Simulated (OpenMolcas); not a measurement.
**Ru³⁺ among point charges: CASSCF levels and susceptibility**

How does a field of 6 point charges split the states of Ru³⁺, and what χT follows?

Program: OpenMolcas 26.06. Level of theory: state-averaged CASSCF, spin-orbit coupling by RASSI with atomic mean-field integrals. These are calculated values, not measurements, unless marked.

1 further run of the same task is left out (it didn't finish).

**1. The atom as given**

* Species: Ru³⁺ (ruthenium, Z = 44, 41 electrons)
* Basis: ANO-RCC-VDZP [6s5p3d1f], 43 functions
* Scalar Hamiltonian: DKH2, point nucleus
* Inactive shells: 1s 2s 2p 3s 3p 3d 4s 4p
* Active space: 5 electrons in 5 orbitals (4d)
* Some configurations of this space: 4d5
* Orbitals: optimised for each spin and parity, averaged over all roots

The outer shells:

4d5
```
4d [↑ ][↑ ][↑ ][↑ ][↑ ]
```

The ion sits among 6 point charges of -1.7 e arranged as a trigonal antiprism (D3d), 1.84 Å from the ion, with a polar angle of 52.6° against the regular 54.74°. The active orbitals were held to one l.

The work runs as a chain of OpenMolcas steps in one folder; each step below is one input file. Labels, J, g values, rates, χT and fits are worked out afterwards by a script from the matrices that RASSI stores. The input lists half of the charges; inversion (Group=XYZ) makes the rest.

**2. Basis and integrals**

File a.inp:

```
&GATEWAY
Coord
1

Ru 0.0 0.0 0.0
Basis=ANO-RCC-VDZP
Group=XYZ
NoMove
AngMom=0.0 0.0 0.0
AMFI
XField
3 Angstrom 0
0.000000 1.460673 1.118944 -1.700000
1.264980 -0.730336 1.118944 -1.700000
1.264980 0.730336 -1.118944 -1.700000
&SEWARD
```

Started as:

```console
$ OMP_NUM_THREADS=1 MOLCAS_MEM=1689 MOLCAS_PROJECT=a pymolcas a.inp > a.log
```

**3. CASSCF: sextets of even parity, 1 root**

File a.inp:

```
&RASSCF
FileOrb=start.orb
Symmetry=1
Spin=6
nActEl=5 0 0
Inactive=9 9
Ras2=5 0
CIRoot=1 1 1
SDav=1
CIMx=300
Iter=120 100
PrWF=0.3
OrbListing=Nothing
MaxOrb=0
SupSym
1
15 4 5 6 7 8 10 11 12 13 14 17 18 19 20 21
0
>>> COPY $Project.JobIph JOB001
```

start.orb holds the contracted functions of the basis, ordered by shell, or the orbitals of the step before.

**4. CASSCF: quartets of even parity, 24 roots**

File a.inp:

```
&RASSCF
FileOrb=start.orb
Symmetry=1
Spin=4
nActEl=5 0 0
Inactive=9 9
Ras2=5 0
CIRoot=24 24 1
SDav=24
CIMx=300
Iter=120 100
PrWF=0.3
OrbListing=Nothing
MaxOrb=0
SupSym
1
15 4 5 6 7 8 10 11 12 13 14 17 18 19 20 21
0
>>> COPY $Project.JobIph JOB002
```

**5. Reference wave functions, doublets of even parity, 75 roots**

File a.inp:

```
&RASSCF
FileOrb=start.orb
Symmetry=1
Spin=2
nActEl=5 0 0
Inactive=9 9
Ras2=5 0
CIRoot=75 75 1
SDav=75
CIMx=300
Iter=120 100
PrWF=0.3
OrbListing=Nothing
MaxOrb=0
SupSym
1
15 4 5 6 7 8 10 11 12 13 14 17 18 19 20 21
0
>>> COPY $Project.JobIph JOB003
```

**6. State interaction with spin-orbit coupling**

File a.inp:

```
&RASSI
NrOfJobIphs=3 1 24 75
1
1 2 3 4 5 6 7 8 9 10 11 12 13 14 15 16 17 18 19 20 21 22 23 24
1 2 3 4 5 6 7 8 9 10 11 12 13 14 15 16 17 18 19 20 21 22 23 24 25 26 27
28 29 30 31 32 33 34 35 36 37 38 39 40 41 42 43 44 45 46 47 48 49 50 51
52 53 54 55 56 57 58 59 60 61 62 63 64 65 66 67 68 69 70 71 72 73 74 75
IphNames
JOB001
JOB002
JOB003
EJob
SpinOrbit
DIPRint=1.0
SOCoupling=1000.0
Subsets=2
Property=9
'ANGMOM' 1 'ANGMOM' 2 'ANGMOM' 3 'MLTPL  1' 1 'MLTPL  1' 2 'MLTPL  1' 3
'AMFI' 1 'AMFI' 2 'AMFI' 3
SOProperty=3
'ANGMOM' 1 'ANGMOM' 2 'ANGMOM' 3
```

Before running it: what results should come out? Wanted: spin-free ground state; lowest level; next level.

As calculated:

```
                 quantity                              value
                   method                             CASSCF
   spin-free ground state    6A1, 1-fold in its orbital part
             lowest level  2-fold E1/2, g = 0.03, 0.03, 9.92
               next level                           6.2 cm⁻¹
              χT at 300 K                     4.36 cm³ K/mol
effective moment at 300 K                            5.91 μB
```

In words: The spin-free ground state (6A1) comes to 100 % from free-ion S terms and keeps the highest spin of the shell. χT at 300 K is 4.36, against 4.39 cm³ K/mol for the spin alone, as a half-filled shell (L = 0) has no orbital moment. An active space of the d shell alone favours high spin; real ions in strong fields can be low spin. The field of point charges can differ much from that of real complexes. With metal d orbitals alone active, the gaps between spin states are rough; where two lie within a few thousand cm-1, their order is open. Point charges carry no covalency, so the field is a model and not that of real ligands.
